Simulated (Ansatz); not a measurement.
# SiH3S (SMILES [SiH2]S): UB3LYP/STO-3G

Aim: the electronic atomisation energy of SiH3S at UB3LYP/STO-3G, from 4 runs. 

The calculation is run with Ansatz 0.2.0.

31 further runs of the same task are left out: 31 set aside as unsound or not needed.

### 1 The system as given

SiH3S: 5 atoms, total charge 0, spin state doublet. As SMILES, `[SiH2]S`. The shape is that of a PBE0-D4/def2-TZVP optimisation. This is one conformer, not always the lowest.

Bond lengths: Si1–S2 2.132 Å, Si1–H3 1.492 Å, Si1–H4 1.488 Å, S2–H5 1.344 Å. Angles: Si1–S2–H5 94.7°, S2–Si1–H3 111.4°, S2–Si1–H4 105.0°, H3–Si1–H4 110.5°.

### 2 A single-point energy at UB3LYP/STO-3G

job.yaml

```yaml
crystal:
  periodic: [false, false, false]
  atoms:
    - {symbol: Si, position_ang: [-0.096300, -0.694000, -0.309300]}
    - {symbol: S, position_ang: [0.273100, 1.406000, -0.294500]}
    - {symbol: H, position_ang: [-0.094500, -1.256800, 1.073000]}
    - {symbol: H, position_ang: [-1.440300, -0.843200, -0.929900]}
    - {symbol: H, position_ang: [1.407800, 1.314300, 0.419300]}
basis:
  gaussian: {orbitals: STO-3G}
magnetization: {spin_polarized: true, initial_magnetization: 1}
hamiltonian: {xc: {name: B3LYP}}
accuracy: high
```

Launch:

```console
$ ansatz run job.yaml --threads 1 --pin off --max-ram 2610MiB --events-out events.jsonl --progress --plain --runs-dir runs
```

What it wrote:

```text
Warning: RAYON_NUM_THREADS=1 ignored (pool sized by the plan → 1); use --threads N
Functional definition: B3LYP
  name "B3LYP"
  parameter a0 = 0.2
  parameter ax = 0.72
  parameter ac = 0.81
  exchange = (1 - a0 - ax)*slater_x + ax*b88_x + a0*exact_x
  correlation = (1 - ac)*vwn_rpa_c + ac*lyp_c
364 factors; integrals over basis functions are off by at most 2.7e-8 eV
mean field evaluation 1: about -18548.4833 eV, gradient 8.3e0 eV
mean field evaluation 2: about -18548.5522 eV, gradient 7.7e0 eV
mean field evaluation 4: about -18549.0590 eV, gradient 1.8e-1 eV
mean field evaluation 8: about -18549.0305 eV, gradient 2.8e-3 eV
mean field evaluation 16: about -18549.0305 eV, gradient 1.0e-7 eV
mean field -18549.03049633 eV, -681.6642977557 hartree, gradient 2.5e-8 eV, S^2 0.750960; 0 other end points of the search recorded, 0 dependent functions left out
reference -18549.03052316 eV, -681.6642987418 hartree; 17, 16 occupied and 4, 5 virtual orbitals, 364 factors
Total energy: -18549.03052316 eV, -681.6642987418 hartree
```

Run time: 1.4 s. Hardware: 1 thread of Intel Xeon Platinum 8488C (Sapphire Rapids), shared host; peak memory 0.14 GiB.

### 3 The H atom, same level

input.yaml

```yaml
crystal:
  periodic: [false, false, false]
  atoms:
    - {symbol: H, position_ang: [0.000000, 0.000000, 0.000000]}
basis:
  gaussian:
    orbitals: STO-3G
magnetization:
  spin_polarized: true
  initial_magnetization: 1
hamiltonian:
  xc: {name: B3LYP}
accuracy: high
```

Run the same way, it converges to -0.46753 Eh (log not shown).

### 4 The S atom, same level

run.yaml

```yaml
crystal:
  periodic: [false, false, false]
  atoms:
    - {symbol: S, position_ang: [0.000000, 0.000000, 0.000000]}
basis:
  gaussian:
    orbitals: STO-3G
magnetization:
  spin_polarized: true
  initial_magnetization: 2
hamiltonian:
  xc: {name: B3LYP}
accuracy: high
```

Launch:

```console
$ ansatz run run.yaml --threads 1 --pin off --max-ram 2610MiB --events-out events.jsonl --progress --plain --runs-dir runs
```

What it wrote:

```text
Warning: RAYON_NUM_THREADS=1 ignored (pool sized by the plan → 1); use --threads N
Functional definition: B3LYP
  name "B3LYP"
  parameter a0 = 0.2
  parameter ax = 0.72
  parameter ac = 0.81
  exchange = (1 - a0 - ax)*slater_x + ax*b88_x + a0*exact_x
  correlation = (1 - ac)*vwn_rpa_c + ac*lyp_c
42 factors; integrals over basis functions are off by at most 2.2e-9 eV
mean field evaluation 1: about -10712.3786 eV, gradient 1.6e-1 eV
mean field evaluation 2: about -10712.3786 eV, gradient 1.2e-4 eV
mean field evaluation 4: about -10712.3788 eV, gradient 4.5e-7 eV
mean field -10712.37883594 eV, -393.6726611097 hartree, gradient 1.8e-11 eV, S^2 2.000000; 0 other end points of the search recorded, 0 dependent functions left out
reference -10712.37885179 eV, -393.6726616923 hartree; 9, 7 occupied and 0, 2 virtual orbitals, 42 factors
Total energy: -10712.37885179 eV, -393.6726616923 hartree
```

It took 0.2 s on 1 thread of Intel Xeon Platinum 8488C (Sapphire Rapids), shared host.

### 5 The Si atom at the same level

in.yaml

```yaml
crystal:
  periodic: [false, false, false]
  atoms:
    - {symbol: Si, position_ang: [0.000000, 0.000000, 0.000000]}
basis:
  gaussian:
    orbitals: STO-3G
magnetization:
  spin_polarized: true
  initial_magnetization: 2
accuracy: high
hamiltonian:
  xc: {name: B3LYP}
```

Run the same way, it converges to -285.94209 Eh (log not shown).

### 6 Summary of results

Level: UB3LYP/STO-3G.

```
                     quantity          value
       molecule: total energy  -681.66430 Eh
               molecule: ⟨S²⟩          0.751
         H atom: total energy    -0.46753 Eh
                 H atom: ⟨S²⟩          0.750
         S atom: total energy  -393.67266 Eh
                 S atom: ⟨S²⟩          2.000
        Si atom: total energy  -285.94209 Eh
                Si atom: ⟨S²⟩          2.000
electronic atomisation energy      17.604 eV
```

**Reading.** Taking the molecule apart into free atoms costs 17.60 eV (406 kcal/mol), before zero-point energy and without spin-orbit coupling. In a minimal basis such a difference can be off by several eV, whatever the method.
